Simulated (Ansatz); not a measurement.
**CH9AsSi (built from SMILES C[SiH3].[AsH3]): a barrier at many levels of theory**

Aim: the barrier and energy of one elementary step (Si1–As7 formed, H2–H6 formed, Si1–H2 broken, H6–As7 broken) from LDA up to coupled cluster, on fixed structures, to see where each rung fails.

Computed with Ansatz 0.2.0, Gaussian basis. Level: single points in def2-TZVPP on PBE0-D4/def2-TZVP structures.

Levels: SPW92, PBE-D4, BLYP-D4, r2SCAN-D4, B97M-V, PBE0-D4, B3LYP-D4, r2SCAN0-D4, BHLYP-D4, CAM-B3LYP-D4, wB97X-V, wB97M-V, B2PLYP, PBE-QIDH, RPA on PBE, Hartree-Fock, MP2, CCSD, CCSD(T). The reference is CCSD(T) at the basis limit, from triple and quadruple zeta. Zero-point energies come from PBE0-D4 vibrations.

Correlated methods freeze the cores. Filled d shells of the heavier atoms are correlated. B3LYP uses VWN-RPA correlation. B2PLYP carries no dispersion term here.

23 further runs of the same task are left out: 23 set aside as unsound or not needed.

## 1. The three structures

Charge 0, multiplicity 1. The folders r, ts and p hold the start, the saddle and the end; their coordinates stand in the first inputs.

```
   pair  r (Å)  ts (Å)  p (Å)
Si1–As7  3.871   2.702  2.369
  H2–H6  3.291   1.030  0.747
 Si1–H2  1.490   1.784  3.861
 H6–As7  1.520   1.750  3.352
```

## 2. wB97M-V/def2-TZVPP

Input file r/in.yaml:

```yaml
crystal:
  periodic: [false, false, false]
  atoms:
    - {symbol: Si, position_ang: [-0.160469, -1.270415, -0.828948]}
    - {symbol: H, position_ang: [1.071812, -0.468034, -1.068671]}
    - {symbol: H, position_ang: [-0.037707, -2.536300, -1.603256]}
    - {symbol: H, position_ang: [-1.318085, -0.506981, -1.369079]}
    - {symbol: C, position_ang: [-0.381487, -1.625851, 0.992570]}
    - {symbol: H, position_ang: [1.746935, 2.521455, 0.129601]}
    - {symbol: As, position_ang: [0.236383, 2.420102, 0.268690]}
    - {symbol: H, position_ang: [-1.280281, -2.222342, 1.164183]}
    - {symbol: H, position_ang: [-0.475404, -0.693158, 1.552648]}
    - {symbol: H, position_ang: [0.473880, -2.179068, 1.386805]}
    - {symbol: H, position_ang: [0.103859, 3.901278, 0.592093]}
    - {symbol: H, position_ang: [0.020561, 2.659116, -1.216634]}
basis:
  gaussian: {orbitals: def2-TZVPP}
hamiltonian: {xc: {name: wB97M-V}}
```

Input file ts/in.yaml:

```yaml
crystal:
  periodic: [false, false, false]
  atoms:
    - {symbol: Si, position_ang: [-0.316773, -0.598494, -0.617582]}
    - {symbol: H, position_ang: [1.312076, 0.129165, -0.626249]}
    - {symbol: H, position_ang: [0.182247, -1.540810, -1.667464]}
    - {symbol: H, position_ang: [-1.686855, -0.258395, -1.091515]}
    - {symbol: C, position_ang: [-0.360588, -1.432243, 1.055305]}
    - {symbol: H, position_ang: [1.652536, 0.978205, -0.153506]}
    - {symbol: As, position_ang: [0.220426, 1.960274, 0.062859]}
    - {symbol: H, position_ang: [-0.843542, -2.408974, 0.968701]}
    - {symbol: H, position_ang: [-0.919376, -0.831935, 1.774692]}
    - {symbol: H, position_ang: [0.647780, -1.584786, 1.444977]}
    - {symbol: H, position_ang: [-0.315127, 3.411365, 0.273881]}
    - {symbol: H, position_ang: [0.427197, 2.176427, -1.424098]}
basis:
  gaussian: {orbitals: def2-TZVPP}
hamiltonian: {xc: {name: wB97M-V}}
```

Input file p/in.yaml:

```yaml
crystal:
  periodic: [false, false, false]
  atoms:
    - {symbol: Si, position_ang: [-0.722648, -0.172417, -0.574571]}
    - {symbol: H, position_ang: [3.100600, -0.639487, -0.308907]}
    - {symbol: H, position_ang: [0.025504, -0.773180, -1.713072]}
    - {symbol: H, position_ang: [-2.167149, -0.152347, -0.933121]}
    - {symbol: C, position_ang: [-0.452684, -1.168277, 0.986822]}
    - {symbol: H, position_ang: [2.857659, 0.058789, -0.202406]}
    - {symbol: As, position_ang: [0.135381, 2.013990, -0.267659]}
    - {symbol: H, position_ang: [-0.802853, -2.194691, 0.853779]}
    - {symbol: H, position_ang: [-0.998454, -0.729788, 1.825412]}
    - {symbol: H, position_ang: [0.607279, -1.199429, 1.247923]}
    - {symbol: H, position_ang: [-1.038826, 2.422368, 0.611834]}
    - {symbol: H, position_ang: [-0.543811, 2.534269, -1.526035]}
basis:
  gaussian: {orbitals: def2-TZVPP}
hamiltonian: {xc: {name: wB97M-V}}
```

No record of the launch command was kept for these runs.

After this run come: CCSD(T)/def2-TZVPP; MP2/def2-QZVPP; Vibrations of the start structure; Vibrations of the end structure.

Q: Predict the outcome of this session. Wanted: barrier, CCSD(T)/CBS; reverse barrier, CCSD(T)/CBS; step energy, CCSD(T)/CBS; barrier with zero-point energy; step energy with zero-point energy; imaginary mode at the saddle; largest T1 diagnostic.

As calculated:

| quantity | value |
| --- | --- |
| barrier, CCSD(T)/CBS | 2.659 eV |
| reverse barrier, CCSD(T)/CBS | 2.740 eV |
| step energy, CCSD(T)/CBS | -0.080 eV |
| barrier with zero-point energy | 2.598 eV |
| step energy with zero-point energy | -0.158 eV |
| imaginary mode at the saddle | 1357i cm⁻¹ |
| largest T1 diagnostic | 0.011 |

In words: The functionals run from PBE-QIDH, off by -0.008 eV, to SPW92, off by -0.812 eV, against CCSD(T)/CBS. By rung, the mean size of the error is: LDA 0.812, GGA 0.432, meta-GGA 0.247, hybrid 0.181, range-separated hybrid 0.109, double hybrid 0.026 eV. PBE-D4 gives a barrier 0.548 eV too low, outside chemical accuracy (1 kcal/mol, 0.043 eV). Every functional without exact exchange puts the barrier too low, the usual mark of self-interaction error, which favours the spread-out density of a saddle. The barrier rises with the share of exact exchange, from BLYP-D4 through B3LYP-D4 to BHLYP-D4 (-0.316, -0.094, +0.259 eV). Hartree-Fock, with no correlation, is off by +1.063 eV. Zero-point motion lowers the barrier by 0.062 eV.
